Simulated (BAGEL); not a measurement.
**HF/3-21G (density fitting with qzvpp-jkfit) run of CH2AlNO (SMILES O=C=[N][AlH2])**

What is the vertical electron affinity of CH2AlNO at HF/3-21G (density fitting with qzvpp-jkfit)? 

The calculation is run with BAGEL 1.2.2.

5 further runs of the same task are left out: 5 that didn't finish.

**1. The system as given**

CH2AlNO: 6 atoms, total charge 0, spin state singlet. SMILES: `O=C=[N][AlH2]`. The coordinates come from a PBE0-D4/def2-TZVP relaxation.

Bond lengths: O1–C2 1.166 Å, C2–N3 1.196 Å, N3–Al4 1.770 Å, Al4–H5 1.575 Å, Al4–H6 1.575 Å. Angles: O1–C2–N3 180.0°, C2–N3–Al4 179.7°, N3–Al4–H5 117.5°, N3–Al4–H6 117.5°, H5–Al4–H6 125.0°.

**2. The energy at HF/3-21G (density fitting with qzvpp-jkfit)**

hf.json reads:

```json
{ "bagel": [

{
  "title": "molecule",
  "basis": "3-21g",
  "df_basis": "qzvpp-jkfit",
  "angstrom": true,
  "geometry": [
    { "atom": "O", "xyz": [    1.702300,   -2.146700,    0.966300 ] },
    { "atom": "C", "xyz": [    1.019700,   -1.287700,    0.572500 ] },
    { "atom": "N", "xyz": [    0.319600,   -0.406900,    0.168300 ] },
    { "atom": "Al", "xyz": [   -0.716100,    0.900800,   -0.422500 ] },
    { "atom": "H", "xyz": [   -1.263800,    0.785800,   -1.894800 ] },
    { "atom": "H", "xyz": [   -1.019700,    2.090500,    0.564100 ] }
  ]
},
{ "title": "hf" },
{ "title": "print", "file": "orbitals.molden", "orbitals": true }

]}
```

Launch:

```bash
BAGEL_NUM_THREADS=1 BAGEL hf.json > hf.out
```

Standard output:

```text
* using 1 threads per process

  ===============================================================
  ===============================================================

  *** Geometry ***

  { "atom" : "O", "xyz" : [      3.216881,     -4.056675,      1.826042 ] },
  { "atom" : "C", "xyz" : [      1.926954,     -2.433400,      1.081868 ] },
  { "atom" : "N", "xyz" : [      0.603956,     -0.768930,      0.318041 ] },
  { "atom" : "Al", "xyz" : [     -1.353233,      1.702265,     -0.798409 ] },
  { "atom" : "H", "xyz" : [     -2.388236,      1.484947,     -3.580653 ] },
  { "atom" : "H", "xyz" : [     -1.926954,      3.950472,      1.065995 ] },

  Number of auxiliary basis functions:      393

  Since a DF basis is specified, we compute 2- and 3-index integrals:
    o Being stored without compression. Storage requirement is 0.006 GB

  Number of basis functions:       44
  Number of electrons      :       36

    * METHOD: MOLECULE                             0.16

  *** RHF ***

  === Nuclear Repulsion ===
   122.1804583699

      * DIIS with orbital gradients will be used.

  === RHF iteration (3-21g) ===
      0       -407.90026271          0.03157601           0.02
      1       -407.99428429          0.02005264           0.03
      2       -408.04088927          0.00152720           0.03
      3       -408.04158979          0.00049066           0.02
      4       -408.04162833          0.00019253           0.02
      5       -408.04163509          0.00005246           0.02
      6       -408.04163616          0.00002212           0.03
      7       -408.04163652          0.00000836           0.02
      8       -408.04163658          0.00000321           0.02
      9       -408.04163659          0.00000163           0.02
     10       -408.04163659          0.00000038           0.03
     11       -408.04163659          0.00000012           0.03
     12       -408.04163659          0.00000006           0.02
     13       -408.04163659          0.00000001           0.01
     14       -408.04163659          0.00000001           0.02
    * SCF iteration converged.

    * Permanent dipole moment:
           (    0.562381,    -0.709762,     0.321451) a.u.

    * METHOD: HF                                   0.46

    * METHOD: PRINT                                0.01

  ===============================================================
```

Run time: 0.83 s. Hardware: 1 thread of Intel Xeon Platinum 8375C at 2.90GHz (Ice Lake), shared host; peak memory 0.08 GiB.

**3. The doublet anion**

calc.json reads:

```json
{ "bagel" : [

{
  "title" : "molecule",
  "basis" : "3-21g",
  "df_basis" : "qzvpp-jkfit",
  "angstrom" : true,
  "geometry" : [
    { "atom" : "O", "xyz" : [    1.702300,   -2.146700,    0.966300 ] },
    { "atom" : "C", "xyz" : [    1.019700,   -1.287700,    0.572500 ] },
    { "atom" : "N", "xyz" : [    0.319600,   -0.406900,    0.168300 ] },
    { "atom" : "Al", "xyz" : [   -0.716100,    0.900800,   -0.422500 ] },
    { "atom" : "H", "xyz" : [   -1.263800,    0.785800,   -1.894800 ] },
    { "atom" : "H", "xyz" : [   -1.019700,    2.090500,    0.564100 ] }
  ]
},
{
  "title" : "uhf",
  "charge" : -1,
  "nopen" : 1
},
{
  "title" : "print",
  "file" : "orbitals.molden",
  "orbitals" : true
}

]}
```

Launch:

```bash
BAGEL_NUM_THREADS=1 BAGEL calc.json > calc.out
```

Standard output:

```text
* using 1 threads per process

  ===============================================================
  ===============================================================

  *** Geometry ***

  { "atom" : "O", "xyz" : [      3.216881,     -4.056675,      1.826042 ] },
  { "atom" : "C", "xyz" : [      1.926954,     -2.433400,      1.081868 ] },
  { "atom" : "N", "xyz" : [      0.603956,     -0.768930,      0.318041 ] },
  { "atom" : "Al", "xyz" : [     -1.353233,      1.702265,     -0.798409 ] },
  { "atom" : "H", "xyz" : [     -2.388236,      1.484947,     -3.580653 ] },
  { "atom" : "H", "xyz" : [     -1.926954,      3.950472,      1.065995 ] },

  Number of auxiliary basis functions:      393

  Since a DF basis is specified, we compute 2- and 3-index integrals:
    o Being stored without compression. Storage requirement is 0.006 GB

  Number of basis functions:       44
  Number of electrons      :       36

    * METHOD: MOLECULE                             0.17

  *** Open-shell HF ***

  === Nuclear Repulsion ===
   122.1804583699

      * DIIS with orbital gradients will be used.

  === UHF iteration (3-21g) ===
      0       -407.86084066          0.06431725           0.06
      1       -407.96176785          0.04156422           0.06
      2       -407.99220381          0.02767297           0.06
      3       -408.01549419          0.00208730           0.06
      4       -408.01579902          0.00090157           0.06
      5       -408.01595223          0.00010704           0.06
      6       -408.01599342          0.00003071           0.06
      7       -408.01601057          0.00001725           0.06
      8       -408.01601634          0.00001212           0.06
      9       -408.01602124          0.00001047           0.06
     10       -408.01602343          0.00000836           0.06
     11       -408.01602529          0.00000547           0.06
     12       -408.01602637          0.00000313           0.06
     13       -408.01602666          0.00000106           0.06
     14       -408.01602671          0.00000045           0.06
     15       -408.01602672          0.00000014           0.06
     16       -408.01602672          0.00000008           0.06
     17       -408.01602672          0.00000005           0.06
     18       -408.01602672          0.00000003           0.06
     19       -408.01602672          0.00000002           0.06
     20       -408.01602672          0.00000001           0.06
     21       -408.01602672          0.00000001           0.06
    * SCF iteration converged.

    * S^2 (UHF) is 0.7706

    * Permanent dipole moment:
           (   -0.919415,     1.159205,    -0.527094) a.u.

    * METHOD: UHF                                  1.42

    * METHOD: PRINT                                0.01

  ===============================================================
```

It took 1.8 s on 1 thread of Intel Xeon Platinum 8375C at 2.90GHz (Ice Lake), shared host; peak memory 0.08 GiB.

**4. Results**

At HF/3-21G (density fitting with qzvpp-jkfit):

```
                                         quantity          value
                    singlet CH2AlNO: total energy  -408.04164 Eh
                   singlet CH2AlNO: dipole moment         2.44 D
                     singlet CH2AlNO: HOMO energy      -11.12 eV
                     singlet CH2AlNO: LUMO energy        1.07 eV
                   singlet CH2AlNO: HOMO–LUMO gap       12.18 eV
                      doublet anion: total energy  -408.01603 Eh
                              doublet anion: ⟨S²⟩          0.771
vertical electron affinity (to the doublet anion)      -0.697 eV
```

In words: The anion lies 0.70 eV (67.2 kJ/mol) above the neutral: the electron isn't bound at this level, and such a value depends on the basis. Without diffuse functions anions come out too high. Hartree–Fock misses the correlation that binds many anions.
